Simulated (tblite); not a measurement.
# C3H10F2N2Si2: the cost of one run

The runs use tblite 0.8.0 and PySCF 2.14.0, with density-fitted response routines of our own; the level of theory stands in each step. All values are computed, except where a source is named. Atoms count from 0, in the outputs and in this text.

**1. The starting structure**

19 atoms, charge 0, multiplicity 1; geometry from: force field or distance geometry start.

Bonds of the start (Å): C0–N1 1.47, N1–Si2 1.77, N1–Si3 1.80, Si3–N4 1.76, N4–C5 1.28, C5–C6 1.49, C6–F7 1.40, C6–F8 1.41, C0–H9 1.13, C0–H10 1.09, C0–H11 1.12, Si2–H12 1.47, Si2–H13 1.47, Si2–H14 1.48, Si3–H15 1.45, Si3–H16 1.50, C5–H17 1.08, C6–H18 1.09.

**2. Relaxing the molecule with GFN2-xTB**

Job settings and geometry (Å):

```
{"job": {"kind": "relax", "xc": "GFN2-xTB", "basis": "xTB"}, "charge": 0, "multiplicity": 1}
C     -1.929600    -1.440300    -0.536100
N     -0.919800    -0.377700    -0.616100
Si    -1.825800     1.138400    -0.771700
Si     0.074200    -0.381300     0.883000
N      1.039500     1.073500     1.099100
C      2.175100     1.113000     0.504100
C      2.716200    -0.000700    -0.323800
F      3.025200     0.605600    -1.542400
F      3.959400    -0.440900     0.165100
H     -2.897700    -1.104900    -1.007800
H     -1.609200    -2.341800    -1.052700
H     -2.169600    -1.656800     0.535700
H     -2.979100     0.860700    -1.648100
H     -2.370400     1.602500     0.512100
H     -1.047100     2.215100    -1.416800
H      0.809700    -1.628800     1.011600
H     -0.885900    -0.371100     2.033500
H      2.793600     1.987300     0.608500
H      2.031600    -0.842500    -0.429400
```

Command:

```bash
$ OMP_NUM_THREADS=1 python probes_run.py task.json out
```

This one command runs all jobs of the session in turn.

**Question.** How long does this first job take on 1 thread of Arm Neoverse N1, shared host, and how much memory does it need?

About 3.1 s, with a peak of 0.18 GiB.
